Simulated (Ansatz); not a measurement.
# One shape, several levels: BH2Br (SMILES [H]B([H])Br)

We compute a comparison of 6 runs (B2PLYP/STO-3G, BLYP/STO-3G, RPA@PBE/STO-3G, UMP2/STO-3G, CCSDT/STO-3G, FCI/STO-3G) of BH2Br. 

The results are computed with Ansatz 0.2.0.

51 further runs of the same task are left out: 2 that didn't finish, 49 set aside as unsound or not needed.

## (1) The system as given

BH2Br has 4 atoms, charge 0, and is taken as a singlet. SMILES: `[H]B([H])Br`. The H2–B1 distance was set to 2.339 Å, away from the relaxed value. At this shape a bond of the SMILES string is far longer than usual.

Bond lengths: B1–Br4 1.842 Å, B1–H3 1.170 Å. Angles: H3–B1–Br4 119.1°.

## (2) The energy at B2PLYP/STO-3G (run 1)

run.yaml reads:

```yaml
crystal:
  periodic: [false, false, false]
  atoms:
    - {symbol: B, position_ang: [-1.077761, 0.192770, -0.016130]}
    - {symbol: H, position_ang: [1.259830, 0.109070, 0.015270]}
    - {symbol: H, position_ang: [-1.658931, 1.207600, -0.034820]}
    - {symbol: Br, position_ang: [-2.029541, -1.383890, -0.011420]}
basis:
  gaussian:
    orbitals: STO-3G
hamiltonian:
  xc: {name: B2PLYP}
correlation:
  frozen_orbitals: {B: 1, Br: 9, H: 0}
accuracy: high
```

Started as:

```sh
$ ansatz run run.yaml --threads 1 --pin off --max-ram 2610MiB --events-out events.jsonl --progress --plain --runs-dir runs
```

Output:

```text
Warning: RAYON_NUM_THREADS=1 ignored (pool sized by the plan → 1); use --threads N
Functional definition: B2PLYP
  name "B2PLYP"
  parameter a = 0.53
  parameter c = 0.27
  exchange = (1 - a)*b88_x + a*exact_x
  correlation = (1 - c)*lyp_c + c*(mp2_os + mp2_ss)
340 factors; integrals over basis functions are off by at most 1.6e-8 eV
mean field evaluation 1: about -69960.5381 eV, gradient 2.3e1 eV
mean field evaluation 2: about -69960.5241 eV, gradient 2.3e1 eV
mean field evaluation 4: about -69964.1179 eV, gradient 1.4e0 eV
mean field evaluation 8: about -69964.1292 eV, gradient 2.9e-2 eV
mean field evaluation 16: about -69964.1292 eV, gradient 1.1e-8 eV
mean field -69964.12921090 eV, -2571.1343251103 hartree, gradient 1.2e-8 eV, S^2 0.000000; 0 other end points of the search recorded, 0 dependent functions left out; unrestricted orbitals would lower it
10 core orbitals not correlated: weight in the atoms' cores, before any rotation towards them, 1.000 or more for the frozen orbitals, at most 0.000 for the correlated occupied ones
reference -69964.12922738 eV, -2571.1343257161 hartree; 11, 11 occupied and 4, 4 virtual orbitals, 340 factors
second order -3.80605538 eV of doubles, -0.00000000 eV of singles
Total energy: -69965.15686233 eV, -2571.1720906040 hartree
```

It took 1.6 s on 1 thread of Arm Neoverse V1, shared host; peak memory 0.095 GiB.

## (3) The energy at BLYP/STO-3G (run 2)

run.yaml: that of step 2 with these lines changed.

```diff
@@ -8,8 +8,4 @@
 basis:
-  gaussian:
-    orbitals: STO-3G
-hamiltonian:
-  xc: {name: B2PLYP}
-correlation:
-  frozen_orbitals: {B: 1, Br: 9, H: 0}
+  gaussian: {orbitals: STO-3G}
+hamiltonian: {xc: {name: BLYP}}
 accuracy: high
```

Started as:

```sh
$ ansatz run run.yaml --threads 1 --pin off --max-ram 2610MiB --events-out events.jsonl --progress --plain --runs-dir runs
```

Output:

```text
Warning: RAYON_NUM_THREADS=1 ignored (pool sized by the plan → 1); use --threads N
Functional definition: BLYP
  name "BLYP"
  parameter beta = 0.0042
  parameter a = 0.04918
  parameter b = 0.132
  parameter c = 0.2533
  parameter d = 0.349
  exchange = b88_x(beta = beta)
  correlation = lyp_c(a = a, b = b, c = c, d = d)
340 factors; integrals over basis functions are off by at most 1.6e-8 eV
mean field evaluation 1: about -69969.0378 eV, gradient 2.2e1 eV
mean field evaluation 2: about -69955.6678 eV, gradient 4.4e1 eV
mean field evaluation 4: about -69971.6865 eV, gradient 9.2e0 eV
mean field evaluation 8: about -69972.1931 eV, gradient 3.4e-1 eV
mean field evaluation 16: about -69972.1273 eV, gradient 2.1e-6 eV
mean field -69972.12730346 eV, -2571.4282495907 hartree, gradient 6.3e-8 eV, S^2 0.000000; 0 other end points of the search recorded, 0 dependent functions left out
reference -69972.12733839 eV, -2571.4282508746 hartree; 21, 21 occupied and 4, 4 virtual orbitals, 340 factors
Total energy: -69972.12733839 eV, -2571.4282508746 hartree
```

Wall time 1.1 s (1 thread of Arm Neoverse V1, shared host); peak memory 0.091 GiB.

Runs 3 to 4 aren't shown in full; the table further down has their settings and results.

## (4) A single-point energy at CCSDT/STO-3G (run 5)

input.yaml reads:

```yaml
crystal:
  periodic: [false, false, false]
  atoms:
    - {symbol: B, position_ang: [-1.077761, 0.192770, -0.016130]}
    - {symbol: H, position_ang: [1.259830, 0.109070, 0.015270]}
    - {symbol: H, position_ang: [-1.658931, 1.207600, -0.034820]}
    - {symbol: Br, position_ang: [-2.029541, -1.383890, -0.011420]}
basis:
  gaussian: {orbitals: STO-3G}
total_charge: 0
correlation: {method: ccsdt, frozen_orbitals: {B: 1, Br: 9, H: 0}}
accuracy: high
scf: {omitted_lower_state_checks: [cluster_reference, increment]}
```

Started as:

```sh
$ ansatz run input.yaml --threads 1 --pin off --max-ram 2610MiB --events-out events.jsonl --progress --plain --runs-dir runs
```

Output:

```text
Warning: RAYON_NUM_THREADS=1 ignored (pool sized by the plan → 1); use --threads N
[... 11 lines left out ...]
10 core orbitals not correlated: weight in the atoms' cores, before any rotation towards them, 1.000 or more for the frozen orbitals, at most 0.000 for the correlated occupied ones
[... 31 lines left out ...]
WARN: these amplitudes may be one of several solutions (largest doubles amplitude 0.45, level shift 4.04 eV)
Total energy: -69936.23553295 eV, -2570.1092513528 hartree
Checks for a lower state left out: cluster_reference, increment
```

It took 0.58 s on 1 thread of Arm Neoverse V1, shared host.

## (5) The energy at FCI/STO-3G (run 6)

job.yaml reads:

```yaml
crystal:
  periodic: [false, false, false]
  atoms:
    - {symbol: B, position_ang: [-1.077761, 0.192770, -0.016130]}
    - {symbol: H, position_ang: [1.259830, 0.109070, 0.015270]}
    - {symbol: H, position_ang: [-1.658931, 1.207600, -0.034820]}
    - {symbol: Br, position_ang: [-2.029541, -1.383890, -0.011420]}
basis:
  gaussian:
    orbitals: STO-3G
correlation:
  method: fci
  frozen_orbitals: {B: 1, Br: 9, H: 0}
accuracy: high
```

Started as:

```sh
$ ansatz run job.yaml --threads 1 --pin off --max-ram 2610MiB --events-out events.jsonl --progress --plain --runs-dir runs
```

Output, shortened:

```text
Warning: RAYON_NUM_THREADS=1 ignored (pool sized by the plan → 1); use --threads N
Functional definition: HF
  name "HF"
[...]
340 factors; integrals over basis functions are off by at most 1.6e-8 eV
[...]
mean field -69932.02936728 eV, -2569.9546776154 hartree, gradient 1.0e-8 eV, S^2 0.000000; 0 other end points of the search recorded, 0 dependent functions left out; unrestricted orbitals would lower it
[...]
unrestricted determinant -69934.31402254 eV, -2570.0386371477 hartree, S^2 0.8668
10 core orbitals not correlated: weight in the atoms' cores, before any rotation towards them, 1.000 or more for the frozen orbitals, at most 0.000 for the correlated occupied ones
reference -69932.02936728 eV, -2569.9546776154 hartree; 11, 11 occupied and 4, 4 virtual orbitals, 340 factors
state -69936.23533025 eV, -2570.1092439039 hartree
Total energy: -69936.23533025 eV, -2570.1092439039 hartree
```

It took 6.6 s on 1 thread of Arm Neoverse V1, shared host; peak memory 0.2 GiB.

## (6) Overview of the runs

```csv
run,level,frozen core orbitals,energy (Eh),wall time
1,B2PLYP/STO-3G,10,-2571.172091,1.6 s
2,BLYP/STO-3G,–,-2571.428251,1.1 s
3,RPA@PBE/STO-3G,10,-2570.132023,1.7 s
4,UMP2/STO-3G,10,-2570.073907,0.46 s
5,CCSDT/STO-3G,10,-2570.109251,0.58 s
6,FCI/STO-3G,10,-2570.109244,6.6 s
```

## (7) Outcome

| quantity | value |
| --- | --- |
| run 6: total energy | -2570.10924 Eh |
| run 6: correlation energy (10 core orbitals frozen) | -154.6 mEh |

In words: Against full CI in this basis: UMP2 +35.3 mEh; CCSDT -0.0 mEh. Totals of different functionals can't be ranked against each other. In runs 1, 3, 5 the log says that unrestricted orbitals would lower the reference, so the values rest on an unstable closed-shell determinant (other closed-shell runs at this shape may share the fault). In runs 1, 2, 3, 4, 5, 6 the basis is minimal, so the values are rough. Spin contamination of the reference: run 4 ⟨S²⟩ = 0.87. Where it is this large, the reference is a mixture of spin states, and values that rest on it are in doubt. All runs together took 12 s, the longest 6.6 s.
